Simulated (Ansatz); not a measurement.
# GeH₄Se₃: how energies converge with the basis set

The task here is to estimate one member of a computed series from the others.

The runs use Ansatz 0.2.0, Gaussian basis; one geometry, several basis sets.

Plan: PBE0-D4/def2-SVP; ωB97M-V/def2-SVP; PBE0-D4/def2-QZVPP; ωB97M-V/def2-QZVPP; the functionals' def2-TZVPP values are taken from earlier runs.

## The geometry

All runs share one geometry, relaxed beforehand with PBE0-D4 in a triple-zeta def2 set.

SMILES `[SeH][GeH]([SeH])[SeH]`, 8 atoms, charge 0, spin multiplicity 1.

Atoms are counted from 1 here; the program's logs count them from 0.

Bond lengths: Se1–Ge2 2.350 Å, Se1–H5 1.471 Å, Ge2–Se3 2.350 Å, Ge2–Se4 2.350 Å, Ge2–H6 1.539 Å, Se3–H7 1.471 Å, Se4–H8 1.471 Å. Angles: Ge2–Se1–H5 92.6°, Se1–Ge2–Se3 107.8°, Se1–Ge2–Se4 107.8°, Se1–Ge2–H6 111.1°, Se3–Ge2–Se4 107.8°, Se3–Ge2–H6 111.1°, Se4–Ge2–H6 111.1°, Ge2–Se3–H7 92.6°, Ge2–Se4–H8 92.6°.

Set-up of the first run:

File in.yaml:

```yaml
crystal:
  periodic: [false, false, false]
  atoms:
    - {symbol: Se, position_ang: [-1.520923, 1.023689, -1.400313]}
    - {symbol: Ge, position_ang: [0.005701, 0.038663, 0.090087]}
    - {symbol: Se, position_ang: [2.155884, 0.261175, -0.831593]}
    - {symbol: Se, position_ang: [-0.489661, -2.255105, 0.214800]}
    - {symbol: H, position_ang: [-1.097423, 2.385244, -1.038603]}
    - {symbol: H, position_ang: [-0.071998, 0.697743, 1.478158]}
    - {symbol: H, position_ang: [2.806170, -0.189959, 0.408404]}
    - {symbol: H, position_ang: [-1.695651, -2.018549, 1.023260]}
basis:
  gaussian: {orbitals: def2-SVP}
hamiltonian: {xc: pbe0, dispersion: d4}
output: {orbitals: {seedname: orbitals}}
```

Started as:

```
$ ansatz run in.yaml --threads 4 --pin off --events-out ev --progress --plain --max-ram 11315MiB
```

Among the steps run: PBE0-D4 in def2-SVP; ωB97M-V in def2-SVP; PBE0-D4 in def2-QZVPP; ωB97M-V in def2-QZVPP.

One table of the session follows, with a row left open; its other results are not shown here.

It belongs to the step «Density functionals: the series». 

```
functional       basis  HOMO (eV)
   PBE0-D4    def2-SVP      -7.01
   PBE0-D4  def2-TZVPP      -7.13
   PBE0-D4  def2-QZVPP      -7.14
   ωB97M-V    def2-SVP      -9.13
   ωB97M-V  def2-TZVPP          ?
   ωB97M-V  def2-QZVPP      -9.28
```

Q: Estimate the row for ωB97M-V, def2-TZVPP from the others.

As computed: HOMO (eV): -9.26. In the column «HOMO (eV)» it lies between ωB97M-V, def2-QZVPP (-9.28) and ωB97M-V, def2-SVP (-9.13).
